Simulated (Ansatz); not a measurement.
# C₃H₇FSn: up Jacob's ladder to CCSD(T)

One table from this session's results is given with a row withheld; the runs are named, their logs left out.

The runs use Ansatz 0.2.0, Gaussian basis; functionals in def2-TZVPP, the program's frozen cores in correlated methods.

Plan: LDA (SPW92), PBE-D4, revPBE-D4, BLYP-D4, r2SCAN-D4, B97M-V, PBE0-D4, B3LYP-D4, r2SCANh-D4, r2SCAN0-D4, HSE06-D4, BHLYP-D4, CAM-B3LYP-D4, LC-ωPBE, ωB97X-V, ωB97M-V, B2PLYP, PBE-QIDH; CCSD(T)/def2-SVP; CCSD(T)/def2-TZVPP; MP2/def2-QZVPP; extrapolation to the limit; RPA on PBE.

## The geometry

All runs share one geometry, relaxed beforehand with PBE0-D4 in a triple-zeta def2 set. Sn takes the def2 core potential; no spin-orbit term is included.

SMILES `C[CH](C)[Sn][F]`, 12 atoms, charge 0, spin multiplicity 1.

Atoms are counted from 1 here; the program's logs count them from 0.

Bond lengths: C1–C2 1.523 Å, C1–H6 1.094 Å, C1–H7 1.097 Å, C1–H8 1.095 Å, C2–C3 1.523 Å, C2–Sn4 2.201 Å, C2–H9 1.097 Å, C3–H10 1.097 Å, C3–H11 1.095 Å, C3–H12 1.094 Å, Sn4–F5 1.956 Å. Angles: C2–C1–H6 111.0°, C2–C1–H7 111.1°, C2–C1–H8 112.7°, H6–C1–H7 107.3°, H6–C1–H8 107.7°, H7–C1–H8 106.8°, C1–C2–C3 111.7°, C1–C2–Sn4 109.2°, C1–C2–H9 109.6°, C3–C2–Sn4 109.0°, C3–C2–H9 109.6°, Sn4–C2–H9 107.7°, C2–C3–H10 111.1°, C2–C3–H11 112.7°, C2–C3–H12 111.0°, H10–C3–H11 106.8°, H10–C3–H12 107.2°, H11–C3–H12 107.7° and more.

Coordinates:

```
C    -0.60560    0.39003    1.12270
C    -0.10859   -0.62230    0.09897
C     1.22992   -0.20719   -0.49781
Sn   -1.59075   -0.80176   -1.51793
F    -1.40868    1.08942   -1.98430
H    -0.77251    1.36692    0.65951
H     0.12765    0.53182    1.92677
H    -1.54266    0.08274    1.59943
H    -0.01048   -1.60667    0.57240
H     1.98805   -0.07659    0.28477
H     1.62594   -0.94705   -1.20185
H     1.14461    0.74543   -1.02887
```

Set-up of the first run:

The input, in.yaml:

```yaml
crystal:
  periodic: [false, false, false]
  atoms:
    - {symbol: C, position_ang: [-0.605599, 0.390033, 1.122701]}
    - {symbol: C, position_ang: [-0.108594, -0.622297, 0.098971]}
    - {symbol: C, position_ang: [1.229918, -0.207191, -0.497807]}
    - {symbol: Sn, position_ang: [-1.590749, -0.801760, -1.517932]}
    - {symbol: F, position_ang: [-1.408677, 1.089418, -1.984304]}
    - {symbol: H, position_ang: [-0.772507, 1.366920, 0.659513]}
    - {symbol: H, position_ang: [0.127646, 0.531820, 1.926773]}
    - {symbol: H, position_ang: [-1.542656, 0.082735, 1.599431]}
    - {symbol: H, position_ang: [-0.010478, -1.606665, 0.572400]}
    - {symbol: H, position_ang: [1.988051, -0.076588, 0.284774]}
    - {symbol: H, position_ang: [1.625939, -0.947051, -1.201846]}
    - {symbol: H, position_ang: [1.144607, 0.745427, -1.028874]}
basis:
  gaussian: {orbitals: def2-TZVPP}
hamiltonian: {xc: lda}
output: {orbitals: {seedname: orbitals}}
```

Started as:

```sh
> ansatz run in.yaml --threads 4 --pin off --events-out ev --progress --plain --max-ram 10444MiB
```

Steps of the session up to this table: LDA; PBE-D4 (GGA); revPBE-D4 (GGA); BLYP-D4 (GGA); r2SCAN-D4 (meta-GGA); B97M-V (meta-GGA); PBE0-D4 (hybrid); B3LYP-D4 (hybrid); r2SCANh-D4 (hybrid); r2SCAN0-D4 (hybrid); HSE06-D4 (hybrid); BHLYP-D4 (hybrid); CAM-B3LYP-D4 (range-separated); LC-ωPBE (range-separated); ωB97X-V (range-separated); ωB97M-V (range-separated); B2PLYP (double hybrid); PBE-QIDH (double hybrid).

One of the session's tables, all rows but one given; the rest of the session is left out.

It belongs to the step «Orbital energies across the functionals». 

| functional | HOMO (eV) | LUMO (eV) | gap (eV) |
| --- | --- | --- | --- |
| LDA (SPW92) | -5.30 | -3.53 | 1.78 |
| PBE-D4 | -5.14 | -3.24 | 1.90 |
| revPBE-D4 | -5.08 | -3.12 | 1.96 |
| BLYP-D4 | -5.02 | -3.21 | 1.82 |
| r2SCAN-D4 | -5.35 | -3.15 | 2.20 |
| B97M-V | -5.33 | -3.24 | 2.09 |
| PBE0-D4 | -6.17 | -2.52 | 3.64 |
| B3LYP-D4 | -6.01 | -2.80 | 3.21 |
| r2SCANh-D4 | -5.74 | -2.88 | 2.85 |
| r2SCAN0-D4 | -6.32 | -2.49 | 3.83 |
| HSE06-D4 | ? | ? | ? |
| BHLYP-D4 | -7.10 | -1.83 | 5.27 |
| CAM-B3LYP-D4 | -7.40 | -1.63 | 5.77 |
| LC-ωPBE | -8.59 | -0.46 | 8.13 |
| ωB97X-V | -8.30 | -0.61 | 7.69 |
| ωB97M-V | -8.22 | -0.79 | 7.43 |

**Question.** Estimate the row for HSE06-D4.

As computed: HOMO (eV): -5.78; LUMO (eV): -2.89; gap (eV): 2.89. In the column «HOMO (eV)» it lies between B3LYP-D4 (-6.01) and r2SCANh-D4 (-5.74).
